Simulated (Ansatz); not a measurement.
# Ta4C3: the cost of one run

Program: Ansatz 0.2.0. Level of theory: DFT r2SCAN, scalar-relativistic, plane waves, PAW. These are calculated values, not measurements.

1 further run of the same task is left out (set aside as unsound or not needed). Runs told in other sessions of the task aren't counted.

## 1. Starting point

Symmetry: R3m, No. 160, trigonal system. The conventional cell has a = 3.118 Å, b = 3.118 Å, c = 30.656 Å, α = 90.00°, β = 90.00°, γ = 120.00°. Ta (site symmetry 3m) has 6 C at 2.26 Å in its first shell of neighbours. Ta (site symmetry 3m) is surrounded by 3 C at 2.14 Å. Around Ta (site symmetry 3m) lie 3 C at 2.19 Å. Ta (site symmetry 3m) has 6 C at 2.20 to 2.23 Å in its first shell of neighbours. C (site symmetry 3m) is surrounded by 6 Ta at 2.19 to 2.20 Å. C (site symmetry 3m) has 6 Ta at 2.14 to 2.26 Å in its first shell of neighbours. C (site symmetry 3m) is surrounded by 6 Ta at 2.23 to 2.26 Å.

Structure file:

```xyz
7
Lattice="-3.1178 0.0000 0.0000 -1.5589 -2.7001 0.0000 1.5589 0.9000 10.2186" Properties=species:S:1:pos:R:3 pbc="T T T"
Ta   -1.5589   -0.9000    1.2296
Ta   -1.5589   -0.9000    8.9254
Ta    0.0000    0.0000    6.4307
Ta   -3.1178   -1.8001    3.9167
C    -1.5589   -0.9000    5.1820
C    -3.1178   -1.8001   10.0883
C     0.0000    0.0000    2.5981
```

It goes back to an entry of the Materials Project, which need not be the stable form.

This cell was relaxed beforehand with the same method: volume 12.29 Å³/atom, gap on the mesh none (metal).

## 2. The reference: the undisturbed cell on the scan's mesh

input.yaml

```yaml
crystal:
  lattice:
    - [-3.1177991687, 0.0, 0.0]
    - [-1.5588995843, -2.700093284, 0.0]
    - [1.5588995843, 0.9000310947, 10.2185930705]
  atoms:
    - { symbol: Ta, position: [0.373442521, 0.373442521, 0.120327563] }
    - { symbol: Ta, position: [0.624481764, 0.624481764, 0.8734452919] }
    - { symbol: Ta, position: [0.2097724879, 0.2097724879, 0.6293174637] }
    - { symbol: Ta, position: [0.7944309361, 0.7944309361, 0.3832928082] }
    - { symbol: C, position: [0.5023710681, 0.5023710681, 0.5071132042] }
    - { symbol: C, position: [0.9957490511, 0.9957490511, 0.9872471534] }
    - { symbol: C, position: [0.0847521819, 0.0847521819, 0.2542565456] }
basis:
  ecutwfc: 500
kpoints:
  mp_grid: { grid: [14, 14, 4] }
hamiltonian:
  xc: r2scan
scf:
  occupations: { method: gaussian, width: 0.15 }
output:
  forces: true
  stress: true
  eigenvalues: true
```

Run with:

```
$ ansatz run input.yaml --threads 2 --pin off --max-ram 5120MiB --backend cpu --events-out ev --progress --plain --runs-dir out
```

What time and memory should one allow on 2 threads of Intel Xeon 6975P-C (Granite Rapids), shared host?

About 30 s, with a peak of 1 GiB.
